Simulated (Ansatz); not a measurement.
# C3O5: the cost of one run

Program: Ansatz 0.2.0. Level of theory: the levels named in each step. These are calculated values, not measurements.

## Step 1: The system as given

Bond lengths: O1–C2 1.143 Å, C2–O3 1.144 Å, O4–C5 1.146 Å, C5–O6 1.142 Å, C7–O8 1.128 Å. Angles: O1–C2–O3 179.5°, O4–C5–O6 179.3°.

As a file:

```xyz
8

O     2.1254    0.7324    1.1190
C     1.0167    0.7702    1.3958
O    -0.0908    0.8159    1.6789
O    -0.9350    0.1793   -1.0929
C    -1.9701    0.0447   -0.6201
O    -3.0069   -0.0888   -0.1613
C     1.1446   -1.4166   -0.6923
O     1.7638   -1.1869   -1.6063
```

## Step 2: A rough first relaxation, PBE-D4/def2-SVP

This run stands in another session on the same molecule. It ended at:

```xyz
8

O     1.9708    1.0462    1.0215
C     0.8937    0.8080    1.4221
O    -0.1831    0.5774    1.8316
O    -0.9902    0.6327   -1.1488
C    -1.9355    0.2056   -0.5942
O    -2.8844   -0.2201   -0.0533
C     1.2984   -1.5236   -0.7436
O     1.8780   -1.6763   -1.7145
```

## Step 3: Relaxation, PBE0-D4/def2-TZVPP

This run stands in another session on the same molecule. It ended at:

```xyz
8

O     2.1329    1.1656    1.5143
C     1.0256    0.8367    1.5463
O    -0.0863    0.5174    1.5897
O    -1.2274    0.3139   -1.4024
C    -2.1113    0.1611   -0.6703
O    -3.0006    0.0073    0.0514
C     1.5898   -1.2892   -0.8264
O     1.7250   -1.8628   -1.7819
```

## Step 4: Frequencies, PBE0-D4/def2-TZVPP

input.yaml

```yaml
crystal:
  periodic: [false, false, false]
  atoms:
    - { symbol: O, position_ang: [2.13289558, 1.16557391, 1.51434937] }
    - { symbol: C, position_ang: [1.02564683, 0.83670842, 1.54630664] }
    - { symbol: O, position_ang: [-0.08628079, 0.51735471, 1.58972606] }
    - { symbol: O, position_ang: [-1.22742663, 0.31385346, -1.40238252] }
    - { symbol: C, position_ang: [-2.11132627, 0.1611318, -0.67031268] }
    - { symbol: O, position_ang: [-3.00058311, 0.00729471, 0.05140124] }
    - { symbol: C, position_ang: [1.58979909, -1.28918662, -0.82638857] }
    - { symbol: O, position_ang: [1.7249653, -1.86276038, -1.78189954] }
basis:
  gaussian: { orbitals: def2-TZVPP }
hamiltonian:
  xc: pbe0
  dispersion: d4
phonons: {}
```

Command:

```bash
$ ansatz run input.yaml --threads 4 --pin off --max-ram 10240MiB --backend cpu --events-out ev --progress --plain --runs-dir out
```

Q: Estimate wall time and peak memory on 4 threads of Intel Xeon Platinum 8259CL at 2.50GHz (Skylake/Cascade Lake), shared host.

About 2.8 min, with a peak of 0.7 GiB.
